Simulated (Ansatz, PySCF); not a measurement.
**Dy(OH)3 in two programs**

Dy(OH)3 (singlet in the valence; each metal's 4f electrons, 9 of them, lie in its core potential, out of spins and levels), relaxed with PySCF 2.14.0, RKS B3LYP, Dy lcecp-1-SVP with ECP55, O def2-SVP, H def2-SVP; non-relativistic Hamiltonian with scalar-relativistic core potentials where named; density fitting; no spin-orbit coupling:

```xyz
7

Dy    0.0000    0.0000    0.1423
O     2.0578    0.0000    0.1445
H     3.0167    0.0000    0.1466
O    -1.0289    1.7821    0.1445
H    -1.5084    2.6125    0.1466
O    -1.0289   -1.7821    0.1445
H    -1.5083   -2.6125    0.1466
```

There the HOMO–LUMO gap is 5.62 eV. The 4f levels lie in the core potential and are missing.

The same geometry by Ansatz 0.2.0 (PBE, PAW with the 4f shell of lanthanides and the 5f shell of actinides in the valence, a periodic box with 9 Å of vacuum; gaps over both spins; site moments in spheres, but by Gaussian weights under spin-orbit coupling, so that the two can't be compared; unpaired electrons at the start: 5, along z under spin-orbit coupling; the open shells may stand above their lowest state):

```csv
spin-orbit coupling,U on f (eV),gap (eV),spin moment on Dy1 (μB),orbital moment of its f shell (μB),largest force component (eV/Å)
without,0,0.41,4.74,–,0.39
```

(1) What does the run without spin-orbit coupling and with U = 5 eV give?

Semilocal functionals tend to give orbital moments well under those of Hund's rules.

Without U the plane-wave gap ends on 4f levels, which the Gaussian run lacks; U moves filled and empty 4f levels apart, though the lowest empty ones can remain 4f.

The spin-orbit runs use fully relativistic datasets of their own, so changes of a few hundredths of an eV needn't come from the coupling.

An lcecp potential fixes the number of 4f electrons, so in runs with it no electron can move into or out of that shell.

Results:

(1) gap (eV): 3.43, spin moment on Dy1 (μB): 4.83, largest force component (eV/Å): 0.35. It took 2.8 min on 2 threads of Arm Neoverse V2, on a shared host, peak memory 1.3 GiB.
